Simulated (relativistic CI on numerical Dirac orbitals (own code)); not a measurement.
**F⁺: one ion under different settings**

Aim: see what numerical and physical settings do to the SCF, the total energy and the lowest levels of F⁺.

The numbers are computed with relativistic CI on numerical Dirac orbitals (own code) version 3 (Dirac-Coulomb-Breit CI, KLI orbitals optimised for each configuration, model QED (radiative potential, 1s self-energy scaled to tabulated hydrogen-like ionisation energies), numerical settings as typed), except any that are marked as measured or tabulated.

**1. The atom as given**

```
ion            : F⁺ (F II)
nuclear charge : 9
electrons      : 8
isotope        : A = 19
```

**2. Usual settings**

Settings of the run:

```ini
atom F  Z=9  charge=1  electrons=8
nucleus A=19  rms_radius_fm=2.8976
hamiltonian dirac-coulomb  breit=on  qed=on  c_scale=1
orbitals kli  potential=per-configuration
slater_scale 1
correlation none
mixing on
grid step=0.0125 r_max=34.5
scf mixing=0.4 start=green max_iterations=150 tolerance=2e-08 node_fill=0.05
configurations
  [He] 2s2 2p4
end
```

The run is started by

```console
> python run_levels.py task.json out
```

task.json lists these runs, among others, and the program works through them in turn.

The program writes no log. Results of the run, from its result record (rounded, main fields):

```text
status: converged
levels [i, E_cm, J2, conf, term, w_term, w_jj]:
  - [0, 0, 4, "2p4", "3P", 0.9999, 0.6755]
  - [1, 336.12239, 2, "2p4", "3P", 1, 1]
  - [2, 484.2922, 0, "2p4", "3P", 0.9999, 0.6592]
  - [3, 22708.438, 4, "2p4", "1D", 0.9999, 0.6755]
  - [4, 56571.141, 0, "2p4", "1S", 0.9999, 0.6592]
total_energy [Ha]: -98.904418987
n_levels_all: 5
overlap: 3.87495e-15
scf_iterations: [10]
orbital_energies [Ha]: {"1s": -25.5357, "2s": -2.12639, "2p1/2": -1.41677, "2p3/2": -1.41404}
configurations [conf, odd, states, E_av_Ha, breit_Ha, qed_Ha]:
  - ["2p4", 0, 15, -98.87090484, 0.01127, 0.007341]
scf_steps of the first configuration [iteration, E_Ha, residual, outer_eigenvalue_Ha]:
  - [1, -98.07100554, 0.65, -2.185]
  - [2, -98.74491332, 0.269, -1.676]
  - [3, -98.86959227, 0.0175, -1.391]
  - [4, -98.870744, 0.00798, -1.411]
  - [5, -98.87091243, 0.00137, -1.416]
  - [6, -98.87090244, 0.000166, -1.414]
  - [7, -98.87090483, 2.44e-06, -1.414]
  - [8, -98.87090487, 3.04e-06, -1.414]
  - [9, -98.87090484, 1.28e-07, -1.414]
  - [10, -98.87090484, 4.35e-09, -1.414]
```

Wall time 0.04 s (1 thread, shared host).

**3. End of the grid 103.5**

Changes to the settings of step 2:

```diff
@@ -7,3 +7,3 @@
 mixing on
-grid step=0.0125 r_max=34.5
+grid step=0.0125 r_max=103.5
 scf mixing=0.4 start=green max_iterations=150 tolerance=2e-08 node_fill=0.05
```

Main fields:

```text
status: converged
levels [i, E_cm, J2, conf, term, w_term]:
  - [0, 0, 4, "2p4", "3P", 0.9999]
  - [1, 336.12239, 2, "2p4", "3P", 1]
  - [2, 484.2922, 0, "2p4", "3P", 0.9999]
  - [3, 22708.438, 4, "2p4", "1D", 0.9999]
  - [4, 56571.141, 0, "2p4", "1S", 0.9999]
total_energy [Ha]: -98.904418987
n_levels_all: 5
overlap: 3.67962e-15
scf_iterations: [10]
orbital_energies [Ha]: {"1s": -25.5357, "2s": -2.12639, "2p1/2": -1.41677, "2p3/2": -1.41404}
configurations [conf, odd, states, E_av_Ha, breit_Ha, qed_Ha]:
  - ["2p4", 0, 15, -98.87090484, 0.01127, 0.007341]
scf_steps of the first configuration [iteration, E_Ha, residual, outer_eigenvalue_Ha]:
  - [1, -98.07100554, 0.65, -2.185]
  - [2, -98.74491332, 0.269, -1.676]
  - [3, -98.86959227, 0.0175, -1.391]
  - [4, -98.870744, 0.00798, -1.411]
  - [5, -98.87091243, 0.00137, -1.416]
  - [6, -98.87090244, 0.000166, -1.414]
  - [7, -98.87090483, 2.44e-06, -1.414]
  - [8, -98.87090487, 3.04e-06, -1.414]
  - [9, -98.87090484, 1.28e-07, -1.414]
  - [10, -98.87090484, 4.35e-09, -1.414]
```

Wall time 0.04 s (1 thread, shared host).

**4. Start potential thomas-fermi, QED terms off, iteration limit 20**

Settings of the run:

```ini
atom F  Z=9  charge=1  electrons=8
nucleus A=19  rms_radius_fm=2.8976
hamiltonian dirac-coulomb  breit=on  qed=off  c_scale=1
orbitals kli  potential=per-configuration
slater_scale 1
correlation none
mixing on
grid step=0.0125 r_max=34.5
scf mixing=0.4 start=thomas-fermi max_iterations=20 tolerance=2e-08 node_fill=0.05
configurations
  [He] 2s2 2p4
end
```

Main fields:

```text
status: converged
levels [i, E_cm, J2, conf, term, w_term]:
  - [0, 0, 4, "2p4", "3P", 0.9999]
  - [1, 335.02098, 2, "2p4", "3P", 1]
  - [2, 482.67167, 0, "2p4", "3P", 0.9999]
  - [3, 22707.866, 4, "2p4", "1D", 0.9999]
  - [4, 56570.558, 0, "2p4", "1S", 0.9999]
total_energy [Ha]: -98.911757662
n_levels_all: 5
overlap: 4.97581e-15
scf_iterations: [10]
orbital_energies [Ha]: {"1s": -25.5357, "2s": -2.12639, "2p1/2": -1.41677, "2p3/2": -1.41404}
configurations [conf, odd, states, E_av_Ha, breit_Ha, qed_Ha]:
  - ["2p4", 0, 15, -98.87090484, 0.01127, 0]
scf_steps of the first configuration [iteration, E_Ha, residual, outer_eigenvalue_Ha]:
  - [1, -96.22905773, 1.06, -0.6576]
  - [2, -98.76899818, 0.268, -1.234]
  - [3, -98.8635565, 0.0723, -1.39]
  - [4, -98.87017992, 0.0128, -1.432]
  - [5, -98.87089845, 0.00141, -1.415]
  - [6, -98.87089734, 0.000463, -1.413]
  - [7, -98.87090519, 3.86e-05, -1.414]
  - [8, -98.87090497, 1.13e-05, -1.414]
  - [9, -98.87090482, 1.6e-06, -1.414]
  - [10, -98.87090484, 8.16e-10, -1.414]
```

It took 0.013 s on 1 thread, shared host.

**5. Grid step 0.006, Breit term off**

Settings of the run:

```ini
atom F  Z=9  charge=1  electrons=8
nucleus A=19  rms_radius_fm=2.8976
hamiltonian dirac-coulomb  breit=off  qed=on  c_scale=1
orbitals kli  potential=per-configuration
slater_scale 1
correlation none
mixing on
grid step=0.006 r_max=34.5
scf mixing=0.4 start=green max_iterations=150 tolerance=2e-08 node_fill=0.05
configurations
  [He] 2s2 2p4
end
```

Main fields:

```text
status: converged
levels [i, E_cm, J2, conf, term, w_term]:
  - [0, 0, 4, "2p4", "3P", 0.9999]
  - [1, 346.91273, 2, "2p4", "3P", 1]
  - [2, 514.94852, 0, "2p4", "3P", 0.9999]
  - [3, 22723.381, 4, "2p4", "1D", 0.9999]
  - [4, 56544.23, 0, "2p4", "1S", 0.9999]
total_energy [Ha]: -98.91573657
n_levels_all: 5
overlap: 1.11719e-15
scf_iterations: [10]
orbital_energies [Ha]: {"1s": -25.5358, "2s": -2.12639, "2p1/2": -1.41677, "2p3/2": -1.41404}
configurations [conf, odd, states, E_av_Ha, breit_Ha, qed_Ha]:
  - ["2p4", 0, 15, -98.87091631, 0, 0.007341]
scf_steps of the first configuration [iteration, E_Ha, residual, outer_eigenvalue_Ha]:
  - [1, -98.0710167, 0.65, -2.185]
  - [2, -98.74492472, 0.269, -1.676]
  - [3, -98.86960373, 0.0175, -1.391]
  - [4, -98.87075508, 0.00797, -1.411]
  - [5, -98.87092391, 0.00138, -1.416]
  - [6, -98.87091414, 0.000152, -1.414]
  - [7, -98.87091626, 1.97e-06, -1.414]
  - [8, -98.87091634, 2.73e-06, -1.414]
  - [9, -98.87091631, 1.34e-07, -1.414]
  - [10, -98.87091631, 3.92e-09, -1.414]
```

Wall time 0.068 s (1 thread, shared host).

**6. QED terms off**

Settings of the run:

```ini
atom F  Z=9  charge=1  electrons=8
nucleus A=19  rms_radius_fm=2.8976
hamiltonian dirac-coulomb  breit=on  qed=off  c_scale=1
orbitals kli  potential=per-configuration
slater_scale 1
correlation none
mixing on
grid step=0.0125 r_max=34.5
scf mixing=0.4 start=green max_iterations=150 tolerance=2e-08 node_fill=0.05
configurations
  [He] 2s2 2p4
end
```

Main fields:

```text
status: converged
levels [i, E_cm, J2, conf, term, w_term]:
  - [0, 0, 4, "2p4", "3P", 0.9999]
  - [1, 335.02098, 2, "2p4", "3P", 1]
  - [2, 482.67166, 0, "2p4", "3P", 0.9999]
  - [3, 22707.866, 4, "2p4", "1D", 0.9999]
  - [4, 56570.558, 0, "2p4", "1S", 0.9999]
total_energy [Ha]: -98.911757662
n_levels_all: 5
overlap: 3.87495e-15
scf_iterations: [10]
orbital_energies [Ha]: {"1s": -25.5357, "2s": -2.12639, "2p1/2": -1.41677, "2p3/2": -1.41404}
configurations [conf, odd, states, E_av_Ha, breit_Ha, qed_Ha]:
  - ["2p4", 0, 15, -98.87090484, 0.01127, 0]
scf_steps of the first configuration [iteration, E_Ha, residual, outer_eigenvalue_Ha]:
  - [1, -98.07100554, 0.65, -2.185]
  - [2, -98.74491332, 0.269, -1.676]
  - [3, -98.86959227, 0.0175, -1.391]
  - [4, -98.870744, 0.00798, -1.411]
  - [5, -98.87091243, 0.00137, -1.416]
  - [6, -98.87090244, 0.000166, -1.414]
  - [7, -98.87090483, 2.44e-06, -1.414]
  - [8, -98.87090487, 3.04e-06, -1.414]
  - [9, -98.87090484, 1.28e-07, -1.414]
  - [10, -98.87090484, 4.35e-09, -1.414]
```

It took 0.012 s on 1 thread, shared host.

**7. Node fill 50**

Settings of the run:

```ini
atom F  Z=9  charge=1  electrons=8
nucleus A=19  rms_radius_fm=2.8976
hamiltonian dirac-coulomb  breit=on  qed=on  c_scale=1
orbitals kli  potential=per-configuration
slater_scale 1
correlation none
mixing on
grid step=0.0125 r_max=34.5
scf mixing=0.4 start=green max_iterations=69 tolerance=2e-08 node_fill=50
configurations
  [He] 2s2 2p4
end
```

Main fields:

```text
status: converged
levels [i, E_cm, J2, conf, term, w_term]:
  - [0, 0, 4, "2p4", "3P", 0.9999]
  - [1, 380.49417, 2, "2p4", "3P", 1]
  - [2, 551.35596, 0, "2p4", "3P", 0.9999]
  - [3, 21169.541, 4, "2p4", "1D", 0.9999]
  - [4, 52680.422, 0, "2p4", "1S", 0.9999]
total_energy [Ha]: -98.845165203
n_levels_all: 5
overlap: 1.23742e-15
scf_iterations: [10]
orbital_energies [Ha]: {"1s": -24.8468, "2s": -1.95499, "2p1/2": -1.24267, "2p3/2": -1.24034}
configurations [conf, odd, states, E_av_Ha, breit_Ha, qed_Ha]:
  - ["2p4", 0, 15, -98.81459341, 0.01084, 0.007255]
scf_steps of the first configuration [iteration, E_Ha, residual, outer_eigenvalue_Ha]:
  - [1, -98.07100554, 0.825, -2.185]
  - [2, -98.83178695, 0.333, -1.553]
  - [3, -98.79070752, 0.0219, -1.227]
  - [4, -98.82294112, 0.0231, -1.26]
  - [5, -98.81558722, 0.00198, -1.243]
  - [6, -98.8147207, 0.000327, -1.241]
  - [7, -98.81459293, 1.32e-05, -1.24]
  - [8, -98.81459505, 2.31e-06, -1.24]
  - [9, -98.81459343, 5.16e-08, -1.24]
  - [10, -98.81459341, 3.48e-09, -1.24]
```

It took 0.032 s on 1 thread, shared host.

A bad setting: its result is shown only for the comparison.

**8. Nuclear radius 2897.6**

Settings of the run:

```ini
atom F  Z=9  charge=1  electrons=8
nucleus A=19  rms_radius_fm=2897.6000
hamiltonian dirac-coulomb  breit=on  qed=on  c_scale=1
orbitals kli  potential=per-configuration
slater_scale 1
correlation none
mixing on
grid step=0.0125 r_max=34.5
scf mixing=0.4 start=green max_iterations=80 tolerance=2e-08 node_fill=0.05
configurations
  [He] 2s2 2p4
end
```

Main fields:

```text
status: converged
levels [i, E_cm, J2, conf, term, w_term]:
  - [0, 0, 4, "2p4", "3P", 0.9999]
  - [1, 338.37449, 2, "2p4", "3P", 1]
  - [2, 486.4942, 0, "2p4", "3P", 0.9999]
  - [3, 23328.936, 4, "2p4", "1D", 0.9999]
  - [4, 58125.308, 0, "2p4", "1S", 0.9999]
total_energy [Ha]: -87.983326298
n_levels_all: 5
overlap: 7.13873e-14
scf_iterations: [10]
orbital_energies [Ha]: {"1s": -21.1112, "2s": -1.88624, "2p1/2": -1.49184, "2p3/2": -1.48909}
configurations [conf, odd, states, E_av_Ha, breit_Ha, qed_Ha]:
  - ["2p4", 0, 15, -87.93924765, 0.007438, 0.002028]
scf_steps of the first configuration [iteration, E_Ha, residual, outer_eigenvalue_Ha]:
  - [1, -87.34172322, 0.522, -2.182]
  - [2, -87.84554429, 0.204, -1.729]
  - [3, -87.93850522, 0.0116, -1.474]
  - [4, -87.93910182, 0.00364, -1.492]
  - [5, -87.93924468, 0.000358, -1.49]
  - [6, -87.93924919, 0.000215, -1.489]
  - [7, -87.93924764, 7.26e-06, -1.489]
  - [8, -87.93924765, 3.47e-07, -1.489]
  - [9, -87.93924765, 6.65e-08, -1.489]
  - [10, -87.93924765, 1.76e-09, -1.489]
```

Run time: 0.032 s. Hardware: 1 thread, shared host.

A bad setting: its result is shown only for the comparison.

**9. The runs side by side**

| setting | total energy less usual (Ha) | largest shift of a level among the lowest eight of both runs, same label and place (cm⁻¹) | SCF iterations | time | lowest level | kind of change |
| --- | --- | --- | --- | --- | --- | --- |
| usual | 0 | 0 | 10 | 0.04 s | 2p4 3P2 | - |
| end of the grid 103.5 | 0 | 0 | 10 | 0.04 s | 2p4 3P2 | numerical |
| start potential thomas-fermi, QED terms off, iteration limit 20 | -0.00734 | 1.62 | 10 | 0.013 s | 2p4 3P2 | model term |
| grid step 0.006, Breit term off | -0.0113 | 30.7 | 10 | 0.068 s | 2p4 3P2 | model term |
| QED terms off | -0.00734 | 1.62 | 10 | 0.012 s | 2p4 3P2 | model term |
| node fill 50 | 0.0593 | 3890 | 10 | 0.032 s | 2p4 3P2 | unsound |
| nuclear radius 2897.6 | 10.9 | 1550 | 10 | 0.032 s | 2p4 3P2 | unsound |

**10. Summary of results**

| quantity | value |
| --- | --- |
| lowest level, usual settings | 2p4 3P2 |
| total energy | -98.9044 Ha |
| first excitation | 336.1 cm⁻¹ |

**Reading.** Among the runs whose levels can be followed, they move most under «node fill 50» (unsound), by up to 3890 cm⁻¹. No visible change in the result comes from «end of the grid 103.5». Only the listed configurations are in the model. In a near-neutral ion this small CI can misplace whole configurations by 10,000 cm⁻¹ or more.
